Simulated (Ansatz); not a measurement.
# CoC: the order of phases at one pressure

Aim: bring CoC in several structures (rocksalt, CsCl, zincblende, NiAs) to one pressure and rank them by enthalpy. The pressure is set by scaling the first phase. The runs shown use LAPW. Companion runs by PAW are cited.

Computed with Ansatz 0.2.0 (DFT, LDA, all-electron LAPW, scalar-relativistic, unless a step's input says otherwise).

### 1 Starting point

The structure is cubic, space group Fm-3m (No. 225). The conventional cell has a = 3.439 Å, b = 3.439 Å, c = 3.439 Å, α = 90.00°, β = 90.00°, γ = 90.00°. Co (site symmetry m-3m) has 6 C at 1.72 Å as nearest neighbours. C (site symmetry m-3m) has 6 Co at 1.72 Å as nearest neighbours.

Structure file:

```cif
data_structure
_symmetry_space_group_name_H-M 'P 1'
_symmetry_Int_Tables_number 1
_cell_length_a 2.4319
_cell_length_b 2.4319
_cell_length_c 2.4319
_cell_angle_alpha 60.000
_cell_angle_beta 60.000
_cell_angle_gamma 60.000
_cell_volume 10.17
loop_
_atom_site_label
_atom_site_type_symbol
_atom_site_fract_x
_atom_site_fract_y
_atom_site_fract_z
_atom_site_occupancy
Co1 Co 0.00000 0.00000 0.00000 1
C1 C 0.50000 0.50000 0.50000 1
```

Atoms are numbered in the order of the input: Co1, C2.

### 2 Rocksalt at the PAW cell, LAPW

File input.yaml:

```yaml
crystal:
  lattice:
    - [0.0, 1.7196266807, 1.7196266807]
    - [1.7196266807, 0.0, 1.7196266807]
    - [1.7196266807, 1.7196266807, 0.0]
  atoms:
    - { symbol: Co, position: [0.0, 0.0, 0.0], spin: 1.7 }
    - { symbol: C, position: [0.5, 0.5, 0.5] }
magnetization:
  spin_polarized: true
kpoints:
  mp_grid: { grid: [17, 17, 17] }
scf:
  occupations: { method: fermi_dirac, width: 0.1 }
hamiltonian:
  xc: lda
  pseudopotentials: { kind: all_electron, lapw: { basis_error: 0.0005 } }
output:
  forces: true
  stress: true
  eigenvalues: true
  populations: true
```

On the command line:

```sh
> ansatz run input.yaml --threads 2 --pin off --max-ram 7168MiB --backend cpu --events-out ev --progress --plain --runs-dir out
```

### 3 CsCl at the PAW cell, LAPW

input.yaml, as its differences from that of step 2:

```diff
@@ -2,5 +2,5 @@
   lattice:
-    - [0.0, 1.7196266807, 1.7196266807]
-    - [1.7196266807, 0.0, 1.7196266807]
-    - [1.7196266807, 1.7196266807, 0.0]
+    - [2.1364047798, 0.0, 0.0]
+    - [0.0, 2.1364047798, 0.0]
+    - [0.0, 0.0, 2.1364047798]
   atoms:
@@ -11,3 +11,3 @@
 kpoints:
-  mp_grid: { grid: [17, 17, 17] }
+  mp_grid: { grid: [16, 16, 16] }
 scf:
```

### 4 Zincblende at the PAW cell, LAPW

File input.yaml:

```yaml
crystal:
  lattice:
    - [0.0, 1.7891735208, 1.7891735208]
    - [1.7891735208, 0.0, 1.7891735208]
    - [1.7891735208, 1.7891735208, 0.0]
  atoms:
    - { symbol: Co, position: [0.0, 0.0, 0.0], spin: 1.7 }
    - { symbol: C, position: [0.25, 0.25, 0.25] }
magnetization:
  spin_polarized: true
kpoints:
  mp_grid: { grid: [17, 17, 17] }
scf:
  occupations: { method: fermi_dirac, width: 0.1 }
hamiltonian:
  xc: lda
  pseudopotentials: { kind: all_electron, lapw: { basis_error: 0.0005 } }
output:
  forces: true
  stress: true
  eigenvalues: true
  populations: true
```

### 5 NiAs at the PAW cell, LAPW

File input.yaml:

```yaml
crystal:
  lattice:
    - [2.1938695483, 0.0, 0.0]
    - [-1.0969347742, 1.8999467614, 0.0]
    - [0.0, 0.0, 4.8221898206]
  atoms:
    - { symbol: Co, position: [0.0, 0.0, 0.0], spin: 1.7 }
    - { symbol: Co, position: [0.0, 0.0, 0.5], spin: 1.7 }
    - { symbol: C, position: [0.3333333333, 0.6666666667, 0.25] }
    - { symbol: C, position: [0.6666666667, 0.3333333333, 0.75] }
magnetization:
  spin_polarized: true
kpoints:
  mp_grid: { grid: [13, 13, 8] }
scf:
  occupations: { method: fermi_dirac, width: 0.1 }
hamiltonian:
  xc: lda
  pseudopotentials: { kind: all_electron, lapw: { basis_error: 0.0005 } }
output:
  forces: true
  stress: true
  eigenvalues: true
  populations: true
```

(Steps that only read results are left out.)

Before running it: what results should come out? Wanted: pressure; lowest (for each run or level that gives them).

**Answer**, as computed:

```
     quantity                            value
     pressure                          340 GPa
lowest (LAPW)  NiAs, 161.5 meV/atom under CsCl
 lowest (PAW)  NiAs, 163.0 meV/atom under CsCl
```

In words: By LAPW the order is NiAs < CsCl < rocksalt < zincblende. By PAW the order is NiAs < CsCl < rocksalt < zincblende. The methods agree on the lowest phase. Only these structures were tried, with electrons smeared by 0.1 eV and without vibrations, so the true ground state may be another. The k meshes differ between phases and weren't tested, which can move differences by some meV.
